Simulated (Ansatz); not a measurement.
BH₄P, SMILES BP: the interaction energy of a dimer with the counterpoise correction, run with Ansatz 0.2.0 through its Python package.

`run_dimer.py`
```python
"""Interaction energy of two BH4P molecules, with the counterpoise correction."""

from dataclasses import dataclass

import ansatz


@dataclass(frozen=True)
class Options:
    basis_set: str = "def2-SVP"
    xc: str = "b3lyp"


settings = Options()

FIRST = [
    ("B", (-0.8611, -0.003, -0.0633)),
    ("P", (0.9719, 0.1312, -0.6482)),
    ("H", (-1.5925, 0.9141, -0.2008)),
    ("H", (-1.2521, -0.9994, 0.4362)),
    ("H", (1.3863, -1.0746, 0.0482)),
    ("H", (1.3475, 1.0318, 0.4279)),
]
SECOND = [
    ("B", (1.6662, -4.4968, -2.3311)),
    ("P", (1.4175, -2.8272, -3.2642)),
    ("H", (1.0737, -5.4587, -2.6757)),
    ("H", (2.4067, -4.5577, -1.4129)),
    ("H", (2.0883, -2.0422, -2.2423)),
    ("H", (0.0842, -2.6178, -2.7269)),
]

def energy(atoms, ghosts=()):
    molecule = ansatz.Crystal.molecule()
    for symbol, xyz in atoms:
        molecule = molecule.atom(symbol, xyz)
    calc = (
        molecule.calculation()
        .basis(gaussian=settings.basis_set)
        .functional(settings.xc)
    )
    deck = calc.input()
    if ghosts:
        deck = deck.set(ansatz.key.basis.gaussian.ghost_atoms, [{"symbol": s, "position_ang": list(xyz)} for s, xyz in ghosts])
    return ansatz.Session.from_dict(deck).plan().execute().report["free_energy_ev"]


def main() -> None:
    # ghost atoms carry the functions of the partner
    both = energy(FIRST + SECOND)
    alone = energy(FIRST) + energy(SECOND)
    ghosted = energy(FIRST, SECOND) + energy(SECOND, FIRST)
    print(f"dimer {both:.6f} eV")
    print(f"interaction, uncorrected   {23.060548 * (both - alone):8.3f} kcal/mol")
    print(f"interaction, counterpoise  {23.060548 * (both - ghosted):8.3f} kcal/mol")
    print(f"basis-set superposition    {23.060548 * (alone - ghosted):8.3f} kcal/mol")


if __name__ == "__main__":
    main()
```

How large is the interaction at this pose, and how much of it is basis-set superposition?

Uncorrected it is 1.056 kcal/mol, with the counterpoise correction 1.510 kcal/mol; the difference, 0.45 kcal/mol, is the superposition error. In this basis both values are repulsive.

The output:

```console
$ python run_dimer.py
dimer -20052.935397 eV
interaction, uncorrected      1.056 kcal/mol
interaction, counterpoise     1.510 kcal/mol
basis-set superposition       0.454 kcal/mol
```

What to keep in mind:
- Total energies depend on the basis set; only differences at equal settings carry meaning.
- The dimer is a generated trial pose of unrelaxed monomers, not a minimum, so the figure is no binding energy, and the basis set is small.
- b3lyp holds the VWN-RPA fit, as in Gaussian; the form of ORCA and Turbomole is b3lyp5.
- This level lacks the dispersion part of the attraction (electrostatics and induction are there), which can decide the sign where the interaction is weak.
- Hardware and time: 7.1 s on 1 thread of Intel(R) Xeon(R) Platinum 8488C (Sapphire Rapids) (shared host), peak memory 0.25 GiB.
